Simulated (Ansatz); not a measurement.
**TaRu: a tetragonal deformation path**

The task here is to estimate one member of a computed series from the others.

Method: DFT PBEsol, scalar-relativistic, plane waves, PAW, in Ansatz 0.2.0.

### The system as given

Symmetry: Pm-3m, No. 221, cubic system. Conventional cell: a = 3.187 Å, b = 3.187 Å, c = 3.187 Å, α = 90.00°, β = 90.00°, γ = 90.00°. Ta (site symmetry m-3m) has 8 Ru at 2.76 Å in its first shell of neighbours. Ru (site symmetry m-3m) is surrounded by 8 Ta at 2.76 Å.

Structure file:

```
Ta Ru
1.0
     3.18700    0.00000    0.00000
     0.00000    3.18700    0.00000
     0.00000    0.00000    3.18700
Ta Ru
1 1
Direct
  0.50000 0.50000 0.50000
  0.00000 0.00000 0.00000
```

No relaxation comes first: the listed cell is the starting point.

### The reference cell

The reference gives a free energy of -15623.4839 eV, pressure -10.98 GPa, largest force 0.000 eV/Å and gap on the mesh none (metal). It was computed beforehand with the settings of the runs below.

The first run:

At fixed volume and fractional coordinates, lengths along (0.000, 0.000, 1.000) are scaled against those across it; ρ is that ratio over its starting value.

File input.yaml:

```yaml
crystal:
  lattice:
    - [3.5774666364, 0.0, 0.0]
    - [0.0, 3.5774666364, 0.0]
    - [0.0, 0.0, 2.529268912]
  atoms:
    - { symbol: Ta, position: [0.5, 0.5, 0.5] }
    - { symbol: Ru, position: [0.0, 0.0, 0.0] }
basis:
  ecutwfc: 420
kpoints:
  mp_grid: { grid: [16, 16, 16] }
hamiltonian:
  xc: pbesol
scf:
  occupations: { method: gaussian, width: 0.15 }
output:
  forces: true
  stress: true
  eigenvalues: true
  write_density: true
  write_potential: true
  elf: true
  volumetric_format: npy
```

Launch:

```console
$ ansatz run input.yaml --threads 1 --pin off --max-ram 2560MiB --backend cpu --events-out ev --progress --plain --runs-dir out
```

Among the steps run: Point ρ = 0.707; At ρ = 1.414; ρ = 0.850; ρ = 1.200; ρ = 0.780; ρ = 1.300; Point ρ = 0.920; ρ = 1.100; At ρ = 0.650; ρ = 1.500; ρ = 0.960; Point ρ = 1.050.

One of the session's tables, all rows but one given; the rest of the session is left out.

| ρ | ΔE (meV/atom) | pressure (GPa) |
| --- | --- | --- |
| 0.650 | 845.8 | 10.4 |
| 0.707 | 540.7 | 1.3 |
| 0.780 | 247.9 | -6.1 |
| 0.850 | 63.7 | -9.6 |
| 0.920 | ? | ? |
| 0.960 | -6.3 | -11.0 |
| 1.000 | 0.0 | -11.0 |
| 1.050 | -13.7 | -11.1 |
| 1.100 | -30.3 | -11.0 |
| 1.200 | -6.7 | -10.6 |
| 1.300 | 72.0 | -10.6 |
| 1.414 | 156.3 | -10.9 |
| 1.500 | 226.6 | -10.6 |

**Question.** Estimate the row for ρ = 0.920.

Worked estimate for «ΔE (meV/atom)». A straight line through the neighbours (0.850, 63.7) and (0.960, -6.3) gives 63.7 + (-6.3 − 63.7) × (0.920 − 0.850) / (0.960 − 0.850) = 19.2; a parabola fitted to 4 rows on both sides gives -11.1.

The run gave: ΔE (meV/atom): -4.0; pressure (GPa): -10.7. In «ΔE (meV/atom)» the line misses by +23.2 and the parabola by -7.1.
